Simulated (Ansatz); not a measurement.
The system is Cu2B.

```
Cu B
1.0
     0.00000    3.28347    3.28347
     3.28347    0.00000    3.28347
     3.28347    3.28347    0.00000
Cu B
4 2
Direct
  0.12500 0.12500 0.12500
  0.62500 0.12500 0.12500
  0.12500 0.12500 0.62500
  0.12500 0.62500 0.12500
  0.50000 0.50000 0.50000
  0.75000 0.75000 0.75000
```

The cell was built by a generator and needn't be a form met in nature.

Base run:

- Program: Ansatz 0.2.0
- Functional: PBEsol
- Potentials or basis: Ansatz PAW
- Cutoff: 420 eV (not typed: the program's choice for these potentials)
- k mesh: 5 × 5 × 5
- Occupations: fermi-dirac, width 0.05 eV
- Spin: no spin polarisation
- Hubbard terms: Cu d U = 4 eV

Its results: band gap on the k mesh none (metal or under the smearing width); pressure -5.0 GPa.

Task: After a change of settings the same cell gave: band gap on the k mesh none (metal or under the smearing width); pressure -4.5 GPa. Which change was it?
A. hubbard terms from Cu d U = 4 eV to Cu d U = 5 eV
B. hubbard terms from Cu d U = 4 eV to none; hubbard projectors from ortho-atomic (the default) to none
C. hubbard terms from Cu d U = 4 eV to Cu d U = 8 eV

Result: A.

Caveats: U without spin polarisation on a metal has little footing; the PAW data sets come from PBE, with cores solved anew for the run's functional, which leaves a small shift of forces and pressure; the U is typed as a test and isn't derived for this compound.
